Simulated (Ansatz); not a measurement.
The system is HCN.

```
N C H
1.0
    -2.31606    2.31606    2.15990
     2.31606   -2.31606    2.15990
     2.31606    2.31606   -2.15990
N C H
1 1 1
Direct
  0.27193 0.27193 0.00000
  0.00367 0.00367 0.00000
  0.75210 0.75210 0.00000
```

The cell comes from a database or a generator and needn't be the stable form of this composition.

Base run:

| Item | Value |
| --- | --- |
| Program | Ansatz 0.2.0 |
| Functional | PBE0 form with a typed share of exact exchange |
| Potentials or basis | Ansatz PAW |
| Cutoff | 420 eV (not typed: the program's choice for these potentials) |
| k mesh | 5 × 5 × 5 |
| Occupations | fermi-dirac, width 0.05 eV |
| Spin | no spin polarisation |

Its results: band gap on the k mesh 11.54 eV, indirect (least direct gap 11.93 eV); pressure -4.8 GPa; largest force 3.203 eV/Å.

After a change of settings the same cell gave: band gap on the k mesh 7.82 eV, indirect (least direct gap 8.15 eV); pressure -1.0 GPa; largest force 0.924 eV/Å. Which change was it?
A. share of exact exchange from 0.5 to 0.1
B. functional from PBE0 form with a typed share of exact exchange to PBE0; share of exact exchange from 0.5 to 0.25
C. share of exact exchange from 0.5 to 0.15
D. share of exact exchange from 0.5 to 0.35

A.

Caveats: odd divisions of the mesh miss points on the zone boundary, where band edges often lie, so the gap on the mesh can be too wide; the PAW data sets come from PBE, with cores solved anew for the run's functional, which leaves a small shift of forces and pressure; the thresholds are loose for stress; forces of over 1 eV/Å show positions far from the minimum, so gaps and moduli don't describe the material at rest (some runs).
